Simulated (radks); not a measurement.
# Spin polarisation of the 5d shell in Re²⁺

The task here is to estimate one member of a computed series from the others.

Method: scalar-relativistic Kohn-Sham, PBE, spin-polarised, spherical densities, finite nucleus. Code: radks (a radial shooting solver on a logarithmic mesh, Libxc functionals) version 1.

**What is computed**

| Item | Value |
| --- | --- |
| element | rhenium (Z = 75) |
| charge | +2 |
| electrons | 73 |
| configuration | [Xe] 4f14 5d(up 2.5, down 2.5) |
| nuclear rms radius | 5.3698 fm |

A shell typed twice in an input gives spin up, then spin down.

The first run:

Settings of this run:

```text
Z 75
configuration [Xe] 4f14 5d2.5 5d2.5
relativity scalar-relativistic
functional pbe,pbe
spin polarised
nucleus finite rms 5.3698 fm
c 137.035999084
```

Started as:

```bash
$ python run_ks.py task.json out
```

The same process makes all the runs of this session.

Among the steps run: No moment.

One of the session's tables, all rows but one given; the rest of the session is left out.

It belongs to the step «No moment». Sizes of the orbitals, from the radial functions (bohr):

| level | <r> | outermost maximum (interpolated) | 90 % within | nodes |
| --- | --- | --- | --- | --- |
| 3d | 0.1792 | 0.147 | 0.278 | 0 |
| 4s | 0.4406 | 0.413 | 0.632 | 3 |
| 4p | ? | ? | ? | ? |
| 4d | 0.4999 | 0.443 | 0.749 | 1 |
| 5s | 1.036 | 0.938 | 1.49 | 4 |
| 5p | 1.207 | 1.06 | 1.76 | 3 |
| 4f | 0.5805 | 0.417 | 0.955 | 0 |
| 5d | 1.781 | 1.41 | 2.76 | 2 |

**Question.** Estimate the row for 4p.

**Answer.** <r>: 0.4685; outermost maximum (interpolated): 0.433; 90 % within: 0.681; nodes: 2. In the column «<r>» it lies between 4s (0.4406) and 4d (0.4999).
